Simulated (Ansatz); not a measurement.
# H₉NOSi₃: a ladder of functionals and wavefunction methods

An exercise on one series of results from a longer session: the logs are not shown, and one member is left open.

The runs use Ansatz 0.2.0, Gaussian basis; functionals in def2-TZVPP, the program's frozen cores in correlated methods.

Plan: PBE-D4, r2SCAN-D4, PBE0-D4, B3LYP-D4, ωB97X-V, ωB97M-V, B2PLYP; CCSD(T)/def2-TZVPP; MP2/def2-QZVPP; extrapolation to the limit.

### The relaxed structure

An earlier PBE0-D4 in a triple-zeta def2 set relaxation fixed the geometry.

SMILES `N[SiH]([SiH3])O[SiH3]`, 14 atoms, charge 0, spin multiplicity 1.

Atoms are counted from 1 here; the program's logs count them from 0.

Bond lengths: N1–Si2 1.708 Å, N1–H6 1.006 Å, N1–H7 1.006 Å, Si2–Si3 2.343 Å, Si2–O4 1.647 Å, Si2–H8 1.484 Å, Si3–H9 1.488 Å, Si3–H10 1.488 Å, Si3–H11 1.492 Å, O4–Si5 1.634 Å, Si5–H12 1.489 Å, Si5–H13 1.483 Å, Si5–H14 1.487 Å. Angles: Si2–N1–H6 122.7°, Si2–N1–H7 122.7°, H6–N1–H7 112.1°, N1–Si2–Si3 107.3°, N1–Si2–O4 115.2°, N1–Si2–H8 107.0°, Si3–Si2–O4 108.4°, Si3–Si2–H8 113.7°, O4–Si2–H8 105.4°, Si2–Si3–H9 110.9°, Si2–Si3–H10 111.4°, Si2–Si3–H11 109.5°, H9–Si3–H10 108.7°, H9–Si3–H11 108.1°, H10–Si3–H11 108.1°, Si2–O4–Si5 141.5°, O4–Si5–H12 110.6°, O4–Si5–H13 108.4° and more.

Set-up of the first run:

Contents of in.yaml:

```yaml
crystal:
  periodic: [false, false, false]
  atoms:
    - {symbol: N, position_ang: [-1.906012, 0.292417, 0.369998]}
    - {symbol: Si, position_ang: [-0.684509, -0.448578, -0.565605]}
    - {symbol: Si, position_ang: [0.279774, 1.219563, -1.898307]}
    - {symbol: O, position_ang: [0.511997, -1.181446, 0.297434]}
    - {symbol: Si, position_ang: [1.331238, -1.059444, 1.706056]}
    - {symbol: H, position_ang: [-2.652029, -0.228347, 0.800259]}
    - {symbol: H, position_ang: [-1.801766, 1.208089, 0.772882]}
    - {symbol: H, position_ang: [-1.331993, -1.533890, -1.343583]}
    - {symbol: H, position_ang: [-0.660710, 1.655857, -2.966086]}
    - {symbol: H, position_ang: [1.538606, 0.746302, -2.534871]}
    - {symbol: H, position_ang: [0.604745, 2.405872, -1.054459]}
    - {symbol: H, position_ang: [1.723276, 0.353601, 1.964086]}
    - {symbol: H, position_ang: [2.551640, -1.896955, 1.611112]}
    - {symbol: H, position_ang: [0.495733, -1.533041, 2.841096]}
basis:
  gaussian: {orbitals: def2-TZVPP}
hamiltonian: {xc: pbe, dispersion: d4}
output: {forces: true, orbitals: {seedname: orbitals}}
```

Launch:

```sh
$ ansatz run in.yaml --threads 2 --pin off --events-out ev --progress --plain --max-ram 22528MiB --backend cuda --devices 0, --max-vram 18GiB
```

Steps of the session up to this table: PBE-D4 (GGA); r2SCAN-D4 (meta-GGA); PBE0-D4 (hybrid); B3LYP-D4 (hybrid); ωB97X-V (range-separated); ωB97M-V (range-separated); B2PLYP (double hybrid); CCSD(T) in def2-TZVPP; MP2 in def2-QZVPP.

One of the session's tables, all rows but one given; the rest of the session is left out.

It belongs to the step «Atomisation energies». 

```
            method  atomisation energy (eV)
            PBE-D4                   47.649
         r2SCAN-D4                   47.771
           PBE0-D4                   47.234
          B3LYP-D4                   47.975
           ωB97X-V                   48.337
           ωB97M-V                   48.045
            B2PLYP                   47.315
     HF/def2-TZVPP                   35.375
    MP2/def2-TZVPP                   46.797
   CCSD/def2-TZVPP                   46.172
CCSD(T)/def2-TZVPP                   46.676
           MP2/CBS                        ?
       CCSD(T)/CBS                   48.103
```

**Question.** Estimate the row for MP2/CBS.

The run gave: atomisation energy (eV): 48.223. In the column «atomisation energy (eV)» it lies between CCSD(T)/CBS (48.103) and ωB97X-V (48.337).

Caveats from the session: Free atoms (1 N, 3 Si, 1 O, 9 H) were run apart at each level; the atomisation energy is their sum less the molecule, without zero-point or spin-orbit terms.
